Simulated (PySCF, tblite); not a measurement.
**C₅H₆F₂O: geometry, infrared bands and NMR shifts**

What infrared bands and NMR shifts should C₅H₆F₂O (`FC1=C[C@H](F)COC1`) show?

Computed with tblite 0.8.0 and PySCF 2.14.0, with density-fitted response routines of our own, on a single molecule in the gas phase. Atoms are numbered from 0 throughout.

**1. The starting structure**

14 atoms, charge 0, multiplicity 1; geometry from: force field or distance geometry start.

Bonds of the start (Å): F0–C1 1.34, C1–C2 1.32, C2–C3 1.50, C3–F4 1.40, C3–C5 1.50, C5–O6 1.37, O6–C7 1.37, C7–C1 1.50, C2–H8 1.07, C3–H9 1.11, C5–H10 1.13, C5–H11 1.11, C7–H12 1.11, C7–H13 1.11.

**2. Optimising the geometry with GFN2-xTB**

The job: settings as JSON, then the geometry in Å.

```
{"job": {"kind": "relax", "xc": "GFN2-xTB", "basis": "xTB"}, "charge": 0, "multiplicity": 1}
F      1.458600     2.240800    -0.540800
C      0.733900     1.174600    -0.180200
C     -0.567500     1.098900    -0.382600
C     -1.285600    -0.140800     0.058800
F     -1.384800    -0.079100     1.455600
C     -0.398000    -1.290400    -0.313700
O      0.918800    -1.193900     0.052300
C      1.389800     0.008500     0.501600
H     -1.097500     1.901400    -0.859500
H     -2.293000    -0.215100    -0.396800
H     -0.476300    -1.459400    -1.427100
H     -0.815400    -2.201200     0.173000
H      2.461900     0.065600     0.225300
H      1.354700     0.089400     1.612000
```

Launch:

```console
$ OMP_NUM_THREADS=1 python probes_run.py task.json out
```

One launch serves the whole session: the jobs run in the order shown.

**Question.** This job is followed by: GFN2-xTB harmonic vibrations, gas phase; GIAO PBE0/pcSseg-1 NMR shielding, non-relativistic, gas phase. Predict these results of the whole session: strongest single infrared mode (GFN2-xTB); zero-point energy (GFN2-xTB); ¹³C shifts against TMS (PBE0/pcSseg-1); ¹H shifts against TMS (PBE0/pcSseg-1); ¹⁹F shifts against CFCl3 (PBE0/pcSseg-1); ¹⁷O shifts against H2O (PBE0/pcSseg-1).

As calculated:

```
                                 quantity                                   value
strongest single infrared mode (GFN2-xTB)                   1026 cm⁻¹, 108 km/mol
             zero-point energy (GFN2-xTB)                           64.2 kcal/mol
   ¹³C shifts against TMS (PBE0/pcSseg-1)      170.7, 111.8, 86.7, 70.7, 67.1 ppm
    ¹H shifts against TMS (PBE0/pcSseg-1)  5.89, 5.50, 4.33, 4.32, 4.25, 3.44 ppm
 ¹⁹F shifts against CFCl3 (PBE0/pcSseg-1)                      -115.8, -226.8 ppm
   ¹⁷O shifts against H2O (PBE0/pcSseg-1)                                23.0 ppm
```

Over 94 steps the energy fell by 0.426 eV; of the close pairs, O6–C7 changed most, 1.367 to 1.408 Å. All 36 modes are real, so the xTB geometry is a minimum. The strongest single mode, at 1026 cm⁻¹, is spread over several atoms, C3, F4, H8 among them. GFN2-xTB is a fitted tight-binding method: band positions and strengths are rough. Its intensities can rank the bands wrongly. H8 (hydrogen on an alkene CH) lies farthest downfield among hydrogen, at 5.89 ppm; a vinylic proton, deshielded by the sp2 carbon and the C=C anisotropy. At PBE0/pcSseg-1: Shielding is most anisotropic at F0 (span 179 ppm, paramagnetic term -187 ppm).
